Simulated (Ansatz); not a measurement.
**CH₇NSiSn: a ladder of functionals and wavefunction methods**

An exercise on one series of results from a longer session: the logs are not shown, and one member is left open.

Computed with Ansatz 0.2.0, Gaussian basis. Level: functionals in def2-TZVPP, the program's frozen cores in correlated methods.

Plan: PBE-D4, r2SCAN-D4, PBE0-D4, B3LYP-D4, ωB97X-V, ωB97M-V, B2PLYP; CCSD(T)/def2-TZVPP; MP2/def2-QZVPP; extrapolation to the limit.

## The relaxed structure

The geometry comes from an earlier relaxation with PBE0-D4 in a triple-zeta def2 set; it is a stationary point, not always the lowest conformer. Sn takes the def2 core potential; no spin-orbit term is included.

SMILES `C1[NH][SnH2][SiH2]1`, 11 atoms, charge 0, spin multiplicity 1.

Atoms are counted from 1 here; the program's logs count them from 0.

Bond lengths: C1–N2 1.467 Å, C1–Si4 1.909 Å, C1–H5 1.098 Å, C1–H6 1.101 Å, N2–Sn3 2.055 Å, N2–H7 1.010 Å, Sn3–Si4 2.549 Å, Sn3–H8 1.720 Å, Sn3–H9 1.711 Å, Si4–H10 1.487 Å, Si4–H11 1.488 Å. Angles: N2–C1–Si4 101.7°, N2–C1–H5 112.0°, N2–C1–H6 114.5°, Si4–C1–H5 112.8°, Si4–C1–H6 108.8°, H5–C1–H6 107.0°, C1–N2–Sn3 106.6°, C1–N2–H7 114.5°, Sn3–N2–H7 125.5°, N2–Sn3–Si4 68.8°, N2–Sn3–H8 115.0°, N2–Sn3–H9 111.2°, Si4–Sn3–H8 121.5°, Si4–Sn3–H9 126.0°, H8–Sn3–H9 107.4°, C1–Si4–Sn3 77.9°, C1–Si4–H10 114.4°, C1–Si4–H11 115.8° and more.

Set-up of the first run:

The input, in.yaml:

```yaml
crystal:
  periodic: [false, false, false]
  atoms:
    - {symbol: C, position_ang: [-0.664274, 1.044008, -0.087612]}
    - {symbol: N, position_ang: [0.788749, 0.952697, -0.264673]}
    - {symbol: Sn, position_ang: [1.257491, -1.047737, -0.245295]}
    - {symbol: Si, position_ang: [-1.061751, -0.635930, 0.728186]}
    - {symbol: H, position_ang: [-0.950126, 1.899498, 0.537989]}
    - {symbol: H, position_ang: [-1.234470, 1.126679, -1.025630]}
    - {symbol: H, position_ang: [1.177561, 1.640515, -0.894365]}
    - {symbol: H, position_ang: [1.467980, -1.759776, -1.796726]}
    - {symbol: H, position_ang: [2.685972, -1.339578, 0.649390]}
    - {symbol: H, position_ang: [-1.138317, -0.596280, 2.212931]}
    - {symbol: H, position_ang: [-2.263413, -1.341197, 0.206406]}
basis:
  gaussian: {orbitals: def2-TZVPP}
hamiltonian: {xc: pbe, dispersion: d4}
output: {forces: true, orbitals: {seedname: orbitals}}
```

On the command line:

```sh
$ ansatz run in.yaml --threads 4 --pin off --events-out ev --progress --plain --max-ram 10444MiB
```

Steps of the session up to this table: PBE-D4 (GGA); r2SCAN-D4 (meta-GGA); PBE0-D4 (hybrid); B3LYP-D4 (hybrid); ωB97X-V (range-separated); ωB97M-V (range-separated); B2PLYP (double hybrid); CCSD(T) in def2-TZVPP; MP2 in def2-QZVPP.

One of the session's tables, all rows but one given; the rest of the session is left out.

It belongs to the step «Atomisation energies». 

| method | atomisation energy (kJ/mol) |
| --- | --- |
| PBE-D4 | 3412.7 |
| r2SCAN-D4 | 3366.2 |
| PBE0-D4 | 3365.7 |
| B3LYP-D4 | 3373.6 |
| ωB97X-V | 3412.2 |
| ωB97M-V | 3383.7 |
| B2PLYP | 3321.8 |
| HF/def2-TZVPP | ? |
| MP2/def2-TZVPP | 3281.6 |
| CCSD/def2-TZVPP | 3235.0 |
| CCSD(T)/def2-TZVPP | 3288.5 |
| MP2/CBS | 3387.7 |
| CCSD(T)/CBS | 3394.6 |

**Question.** Estimate the row for HF/def2-TZVPP.

The run gave: atomisation energy (kJ/mol): 2342.1. In the column «atomisation energy (kJ/mol)» it is the lowest.

Limits of these values: Free atoms (1 C, 1 N, 1 Sn, 1 Si, 7 H) were run apart at each level; the atomisation energy is their sum less the molecule, without zero-point or spin-orbit terms.
